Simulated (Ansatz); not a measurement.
# BGeH₂+ (singlet): wave-function methods side by side, cc-pVDZ

How much of the correlation energy of BGeH₂+ (singlet) does each wave-function method recover here?

Program: Ansatz 0.2.0, Gaussian basis. Level of theory: cc-pVDZ, core rule «outside noble gas», up to 15 orbitals frozen. These are calculated values, not measurements.

To be run: UHF; CCSD(T) on RHF; CCSD(T) on UHF; BCCD(T) on RHF; CISD; CCSDT(Q) on RHF; CCSDT(Q) on UHF; CCSDTQ on RHF; CCSDTQ on UHF; CASSCF and MRCISD+Q, 8 electrons in 10 orbitals; CASSCF and NEVPT2, 8 electrons in 10 orbitals.

5 further runs of the same task are left out: 5 set aside as unsound or not needed.

## 1. The geometry

The geometry is a PBE0/def2-TZVP stationary point (not a proven minimum) of the parent state, kept for this charge and spin. No spin-orbit coupling is included. The filled d shell of Ge may be among the frozen orbitals whatever the setting's name suggests; the logs give the count.

4 atoms, charge 1, spin multiplicity 1.

Atoms are counted from 1 here; the program's logs count them from 0.

Bond lengths: Ge1–B2 1.885 Å, Ge1–H3 1.520 Å, Ge1–H4 1.520 Å. Angles: B2–Ge1–H3 120.2°, B2–Ge1–H4 120.2°, H3–Ge1–H4 119.5°.

As a file:

```tsv
atom	x (Å)	y (Å)	z (Å)
Ge1	0.00000	0.00000	-0.22040
B2	0.00000	0.00000	1.66478
H3	0.00000	1.31339	-0.98618
H4	0.00000	-1.31339	-0.98618
```

## 2. UHF

in.yaml

```yaml
crystal:
  periodic: [false, false, false]
  atoms:
    - {symbol: Ge, position_ang: [0.000000, 0.000000, -0.220401]}
    - {symbol: B, position_ang: [0.000000, 0.000000, 1.664781]}
    - {symbol: H, position_ang: [0.000000, 1.313392, -0.986177]}
    - {symbol: H, position_ang: [0.000000, -1.313392, -0.986177]}
basis:
  gaussian: {orbitals: cc-pVDZ}
total_charge: 1
magnetization: {spin_polarized: true, initial_magnetization: 0}
hamiltonian: {xc: hf}
output: {orbitals: {seedname: orbitals}}
```

Command:

```sh
ansatz run in.yaml --threads 1 --pin off --events-out ev --progress --plain --max-ram 4096MiB --backend cpu
```

The runs that follow: CCSD(T) on RHF; CCSD(T) on UHF; BCCD(T) on RHF; CISD; CCSDT(Q) on RHF; CCSDT(Q) on UHF; CCSDTQ on RHF; CCSDTQ on UHF; CASSCF and MRCISD+Q, 8 electrons in 10 orbitals; CASSCF and NEVPT2, 8 electrons in 10 orbitals.

Q: Predict the results of all the runs planned. Wanted: RCCSDTQ below the RHF energy; RMP2 from RCCSDTQ; RCCSD from RCCSDTQ; RCCSD(T) from RCCSDTQ; RCCSDT(Q) from RCCSDTQ; NEVPT2 valence from RCCSDTQ; MRCISD+Q valence from RCCSDTQ; T1 diagnostic; effectively unpaired electrons.

The runs gave:

| quantity | value |
| --- | --- |
| RCCSDTQ below the RHF energy | -4.7745 eV |
| RMP2 from RCCSDTQ | +1505.6 meV |
| RCCSD from RCCSDTQ | +215.0 meV |
| RCCSD(T) from RCCSDTQ | +81.5 meV |
| RCCSDT(Q) from RCCSDTQ | +6.8 meV |
| NEVPT2 valence from RCCSDTQ | +622.6 meV |
| MRCISD+Q valence from RCCSDTQ | +44.3 meV |
| levels within 1 kcal/mol (43 meV) | RCCSDT, RCCSDT(Q) |
| T1 diagnostic | 0.018 |
| effectively unpaired electrons | 0.43 |

In words: RCCSD(T) lands +81.5 meV from the yardstick (1.7 % of the correlation energy). The occupations show some static correlation. Of the multireference levels listed MRCISD+Q valence comes nearest in total energy (+44.3 meV), which doesn't show that its space is the better one. These misses are within one basis, not against nature.
